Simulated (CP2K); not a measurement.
# Bi2Te3 (Tellurobismuthite) (R-3m) in CP2K: further runs

One crystal, Bi2Te3 (Tellurobismuthite), is run at these levels: LDA, r2SCAN, TB-mBJ; tasks: band structure.

Program: CP2K 2026.2. These are calculated values, not measurements. Logs are shortened: lines on timing, memory, paths and dates and some standing lists are left out, and cuts for length are marked.

**Experimental background.**

“Vacancy and Antisite-Induced Ferromagnetism in Liquid-Phase Exfoliated Bi2Te3”, 2024, arxiv:2412.10539 quotes, for a bulk crystal of Bi2Te3: band gap 0.17 eV.

How close the calculation comes is told below.

## Step 1: The crystal as given

The structure is trigonal, space group R-3m (No. 166). The conventional cell has a = 4.386 Å, b = 4.386 Å, c = 30.497 Å, α = 90.00°, β = 90.00°, γ = 120.00°. Bi (site symmetry 3m) has 6 Te at 3.07 to 3.25 Å as nearest neighbours. Te (site symmetry 3m) has 3 Bi at 3.07 Å as nearest neighbours. Te (site symmetry -3m) is surrounded by 6 Bi at 3.25 Å.

## Step 2: Band structure, LDA

File bi2te3_bands.inp:

```
&GLOBAL
  PROJECT bi2te3_bands
  RUN_TYPE ENERGY_FORCE
  PRINT_LEVEL LOW
&END GLOBAL
&FORCE_EVAL
  METHOD QS
  STRESS_TENSOR ANALYTICAL
  &DFT
    BASIS_SET_FILE_NAME BASIS_MOLOPT_UZH
    POTENTIAL_FILE_NAME GTH_POTENTIALS
    &MGRID
      CUTOFF 450
      REL_CUTOFF 60
      NGRIDS 5
    &END MGRID
    &QS
      METHOD GPW
      EPS_DEFAULT 1.0E-9
    &END QS
    &KPOINTS
      SCHEME MONKHORST-PACK 7 7 7
      GAMMA_CENTERED T
      SYMMETRY T
      SYMMETRY_BACKEND SPGLIB
    &END KPOINTS
    &SCF
      SCF_GUESS ATOMIC
      EPS_SCF 1.0E-6
      MAX_SCF 100
      ADDED_MOS 16
      CHOLESKY OFF
      EPS_EIGVAL 1.0E-7
      &DIAGONALIZATION ON
        ALGORITHM STANDARD
      &END DIAGONALIZATION
      &MIXING ON
        METHOD BROYDEN_MIXING
        ALPHA 0.4
        BETA 1.5
        NBUFFER 8
      &END MIXING
      &SMEAR ON
        METHOD FERMI_DIRAC
        ELECTRONIC_TEMPERATURE 300.56
      &END SMEAR
    &END SCF
    &XC
      &XC_FUNCTIONAL
        &LDA_X
        &END LDA_X
        &LDA_C_PW
        &END LDA_C_PW
      &END XC_FUNCTIONAL
    &END XC
    &PRINT
      &KPOINTS ON
      &END KPOINTS
      &MULLIKEN ON
      &END MULLIKEN
      &MO ON
        ENERGIES T
        OCCUPATION_NUMBERS T
        &EACH
          QS_SCF 0
        &END EACH
        ADD_LAST NUMERIC
      &END MO
      &BAND_STRUCTURE
        FILE_NAME bands.bs
        ADDED_MOS 2
        &KPOINT_SET
          UNITS B_VECTOR
          NPOINTS 8
          SPECIAL_POINT GAMMA 0.00000000 0.00000000 0.00000000
          SPECIAL_POINT L 0.50000000 0.00000000 0.00000000
          SPECIAL_POINT B1 0.50000000 0.17700839 -0.17700839
        &END KPOINT_SET
        &KPOINT_SET
          UNITS B_VECTOR
          NPOINTS 8
          SPECIAL_POINT B 0.82299161 0.50000000 0.17700839
          SPECIAL_POINT Z 0.50000000 0.50000000 0.50000000
          SPECIAL_POINT GAMMA 0.00000000 0.00000000 0.00000000
          SPECIAL_POINT X 0.33850420 0.00000000 -0.33850420
        &END KPOINT_SET
        &KPOINT_SET
          UNITS B_VECTOR
          NPOINTS 8
          SPECIAL_POINT Q 0.66149580 0.33850420 0.00000000
          SPECIAL_POINT F 0.50000000 0.50000000 0.00000000
          SPECIAL_POINT P1 0.66149580 0.66149580 0.17700839
          SPECIAL_POINT Z 0.50000000 0.50000000 0.50000000
        &END KPOINT_SET
        &KPOINT_SET
          UNITS B_VECTOR
          NPOINTS 8
          SPECIAL_POINT L 0.50000000 0.00000000 0.00000000
          SPECIAL_POINT P 0.82299161 0.33850420 0.33850420
        &END KPOINT_SET
      &END BAND_STRUCTURE
    &END PRINT
  &END DFT
  &SUBSYS
    &CELL
      A 10.4763118882 0.0000000000 0.0000000000
      B 9.5581931740 4.2888289808 0.0000000000
      C 9.5581931740 2.0461426804 3.7692644054
      PERIODIC XYZ
    &END CELL
    &COORD
      SCALED
      Bi  0.6000000000 0.6000000000 0.6000000000
      Bi  0.4000000000 0.4000000000 0.4000000000
      Te  0.7905000000 0.7905000000 0.7905000000
      Te  0.2095000000 0.2095000000 0.2095000000
      Te  0.0000000000 0.0000000000 0.0000000000
    &END COORD
    &KIND Bi
      BASIS_SET TZVP-MOLOPT-PBE-GTH-q5
      POTENTIAL GTH-PADE-q5
    &END KIND
    &KIND Te
      BASIS_SET TZVP-MOLOPT-PBE-GTH-q6
      POTENTIAL GTH-PADE-q6
    &END KIND
    &PRINT
      &ATOMIC_COORDINATES ON
      &END ATOMIC_COORDINATES
      &CELL ON
      &END CELL
      &SYMMETRY ON
      &END SYMMETRY
    &END PRINT
  &END SUBSYS
  &PRINT
    &FORCES ON
    &END FORCES
    &STRESS_TENSOR ON
    &END STRESS_TENSOR
  &END PRINT
&END FORCE_EVAL
```

Potentials or basis: GTH_POTENTIALS Bi GTH-PADE-q5, Te GTH-PADE-q6; TZVP-MOLOPT-PBE-GTH basis.

On the command line:

```sh
$ OMP_NUM_THREADS=1 mpirun -n 4 cp2k.psmp -i bi2te3_bands.inp -o bi2te3_bands.out
```

bi2te3_bands.out:

```text

 CP2K| version string:                                       CP2K version 2026.2
 CP2K| Input file name                                          bi2te3_bands.inp

 GLOBAL| Force Environment number                                              1
 GLOBAL| Basis set file name                                    BASIS_MOLOPT_UZH
 GLOBAL| Potential file name                                      GTH_POTENTIALS
 GLOBAL| MM Potential file name                                     MM_POTENTIAL
 GLOBAL| Coordinate file name                                      __STD_INPUT__
 GLOBAL| Method name                                                        CP2K
 GLOBAL| Project name                                               bi2te3_bands
 GLOBAL| Run type                                                   ENERGY_FORCE
 GLOBAL| FFT library                                                       FFTW3
 GLOBAL| Diagonalization library                                       ScaLAPACK
 GLOBAL| Cholesky decomposition library                                ScaLAPACK
 GLOBAL| DGEMM library                                                      BLAS
 GLOBAL| Direct generalized diagonalization requested                          F
 GLOBAL| Matrix multiplication library                                 ScaLAPACK
 GLOBAL| Global print level                                                  LOW
 GLOBAL| Total number of message passing processes                             4
 GLOBAL| Number of threads for this process                                    1
 GLOBAL| CPU model name                                                  UNKNOWN

 CELL| Volume [angstrom^3]:                                           169.357234
 CELL| Vector a [angstrom]:      10.476     0.000     0.000   |a| =    10.476312
 CELL| Vector b [angstrom]:       9.558     4.289     0.000   |b| =    10.476312
 CELL| Vector c [angstrom]:       9.558     2.046     3.769   |c| =    10.476312
 CELL| Angle (b,c), alpha [degree]:                                    24.166112
 CELL| Angle (a,c), beta  [degree]:                                    24.166112
 CELL| Angle (a,b), gamma [degree]:                                    24.166112
 CELL| Numerically orthorhombic:                                              NO
 CELL| Periodicity                                                           XYZ

 CELL_REF| Volume [angstrom^3]:                                       169.357234
 CELL_REF| Vector a [angstrom    10.476     0.000     0.000   |a| =    10.476312
 CELL_REF| Vector b [angstrom     9.558     4.289     0.000   |b| =    10.476312
 CELL_REF| Vector c [angstrom     9.558     2.046     3.769   |c| =    10.476312
 CELL_REF| Angle (b,c), alpha [degree]:                                24.166112
 CELL_REF| Angle (a,c), beta  [degree]:                                24.166112
 CELL_REF| Angle (a,b), gamma [degree]:                                24.166112
 CELL_REF| Numerically orthorhombic:                                          NO
 CELL_REF| Periodicity                                                       XYZ

[... 8 lines left out ...]
 TOTAL NUMBERS AND MAXIMUM NUMBERS

  Total number of            - Atomic kinds:                                   2
                             - Atoms:                                          5
                             - Shell sets:                                     5
[... 155 lines left out ...]
 MO|      3              -0.249842              -6.798550               2.000000
 MO|      4              -0.207155              -5.636981               2.000000
 MO|      5              -0.138965              -3.781419               2.000000
 MO|      6               0.051735               1.407794               2.000000
[... 385 lines left out ...]
 MO|     29               0.564869              15.370854               0.000000
 MO|     30               0.583692              15.883078               0.000000
 MO| Sum:                                                              28.000000
 MO| E(Fermi):            0.159034 a.u.          4.327523 eV

 !-----------------------------------------------------------------------------!
                     Mulliken Population Analysis

 #  Atom  Element  Kind  Atomic population                           Net charge
       1     Bi       1          4.573678                              0.426322
       2     Bi       1          4.573676                              0.426324
       3     Te       2          6.205618                             -0.205618
       4     Te       2          6.205617                             -0.205617
       5     Te       2          6.441410                             -0.441410
 # Total charge                             28.000000                 -0.000000

 !-----------------------------------------------------------------------------!

 KPOINTS| Band Structure Calculation
 KPOINTS| Number of k-point sets                                               4
 KPOINTS| Number of added MOs/bands                                            2
 KPOINTS| Number of k-points in set    1                                      17
 KPOINTS| In units of b-vector [2pi/Bohr]
 KPOINTS| Special point     1       GAMMA     0.000000     0.000000     0.000000
 KPOINTS| Special point     2           L     0.500000     0.000000     0.000000
 KPOINTS| Special point     3          B1     0.500000     0.177008    -0.177008
 KPOINTS| Number of k-points in set    2                                      25
 KPOINTS| In units of b-vector [2pi/Bohr]
 KPOINTS| Special point     1           B     0.822992     0.500000     0.177008
 KPOINTS| Special point     2           Z     0.500000     0.500000     0.500000
 KPOINTS| Special point     3       GAMMA     0.000000     0.000000     0.000000
 KPOINTS| Special point     4           X     0.338504     0.000000    -0.338504
 KPOINTS| Number of k-points in set    3                                      25
 KPOINTS| In units of b-vector [2pi/Bohr]
 KPOINTS| Special point     1           Q     0.661496     0.338504     0.000000
 KPOINTS| Special point     2           F     0.500000     0.500000     0.000000
 KPOINTS| Special point     3          P1     0.661496     0.661496     0.177008
 KPOINTS| Special point     4           Z     0.500000     0.500000     0.500000
 KPOINTS| Number of k-points in set    4                                       9
 KPOINTS| In units of b-vector [2pi/Bohr]
 KPOINTS| Special point     1           L     0.500000     0.000000     0.000000
 KPOINTS| Special point     2           P     0.822992     0.338504     0.338504

 ENERGY| Total FORCE_EVAL ( QS ) energy [hartree]            -35.984996548095097

 FORCES| Atomic forces [hartree/bohr]
 FORCES|   Atom     x               y               z               |f|
 FORCES|      1 -1.34160574E-03 -2.87202922E-04 -1.70819257E-04   1.38259564E-03
 FORCES|      2  1.34157670E-03  2.87175579E-04  1.70925666E-04   1.38257493E-03
 FORCES|      3 -3.42119087E-03 -7.32368346E-04 -4.35821073E-04   3.52574111E-03
 FORCES|      4  3.42125957E-03  7.32371285E-04  4.35755761E-04   3.52580031E-03
 FORCES|      5 -3.96626432E-08  2.44043122E-08 -4.10975069E-08   6.21103919E-08
 FORCES| Sum     1.66754387E-12  5.33211017E-13 -7.46302158E-14
 FORCES| Total atomic force                                       1.75230882E-12

 STRESS| Analytical stress tensor [bar]
 STRESS|                        x                   y                   z
 STRESS|      x       -1.71979887377E+04  -1.12416576884E+03  -6.68973069832E+02
 STRESS|      y       -1.12416576884E+03  -1.21870738532E+04  -1.43090549230E+02
 STRESS|      z       -6.68973069832E+02  -1.43090549230E+02  -1.20317331282E+04
 STRESS| 1/3 Trace                                            -1.38055985730E+04
 STRESS| Determinant                                          -2.50097293788E+12

 STRESS| Eigenvectors and eigenvalues of the analytical stress tensor [bar]
 STRESS|                        1                   2                   3
 STRESS| Eigenvalues  -1.75238444843E+04  -1.19465930526E+04  -1.19463581821E+04
 STRESS|      x           0.970348691298      0.016386953723     -0.241153239755
 STRESS|      y           0.207713566432     -0.566740217808      0.797283261984
 STRESS|      z           0.123606195706      0.823733569346      0.553339421256
```

Run time: 48 s. Hardware: 4 MPI ranks of Arm Neoverse V1, shared host.

What came out:

| Item | Value |
| --- | --- |
| Free energy | -979.2016 eV |
| Pressure | -1.4 GPa |
| Largest force | 0.181 eV/Å |
| Band gap along the path | 0.23 eV, direct |
| Mulliken charges | Bi +0.43; Te -0.21, -0.44 e |

Forces on the atoms (eV/Å):
```
Bi  -0.069 -0.015 -0.009
Bi   0.069  0.015  0.009
Te  -0.176 -0.038 -0.022
Te   0.176  0.038  0.022
Te   0.000  0.000  0.000
```

Stress tensor (GPa, compression positive):
```
-1.72 -0.11 -0.07
-0.11 -1.22 -0.01
-0.07 -0.01 -1.20
```

Levels at the corners of the path, in eV from the valence-band top:
```csv
point,band 10,band 11,band 12,band 13,band 14,band 15,band 16,band 17,band 18,band 19
Γ,-1.71,-1.71,-0.87,-0.87,0.00,0.23,0.59,0.59,2.07,2.12
L,-3.15,-2.93,-2.44,-0.92,-0.51,0.52,0.99,2.73,3.07,3.52
B1,-3.50,-2.62,-1.96,-0.98,-0.78,1.16,1.38,2.49,3.20,4.17
B,-3.50,-2.62,-1.96,-0.98,-0.78,1.16,1.38,2.49,3.20,4.17
Z,-1.44,-1.44,-1.15,-1.15,-0.50,0.87,1.10,1.10,1.62,1.62
Γ,-1.71,-1.71,-0.87,-0.87,0.00,0.23,0.59,0.59,2.07,2.12
X,-3.10,-3.03,-1.65,-1.39,-0.65,1.02,1.96,2.02,3.60,3.77
Q,-3.10,-3.03,-1.65,-1.39,-0.65,1.02,1.96,2.02,3.60,3.77
F,-2.39,-2.03,-1.87,-1.55,-0.96,0.80,1.60,2.01,2.66,2.69
P1,-2.54,-2.51,-1.37,-1.36,-1.25,1.13,1.32,1.64,2.80,3.05
Z,-1.44,-1.44,-1.15,-1.15,-0.50,0.87,1.10,1.10,1.62,1.62
L,-3.15,-2.93,-2.44,-0.92,-0.51,0.52,0.99,2.73,3.07,3.52
P,-2.54,-2.51,-1.37,-1.36,-1.25,1.13,1.32,1.64,2.80,3.05
```

Caveat: Mulliken charges move with the basis; spin-orbit coupling is left out, which moves the levels of the heavy elements; the basis of atomic orbitals isn't converged, which shifts pressures, moduli and gaps.

[end of part 1 of 3]
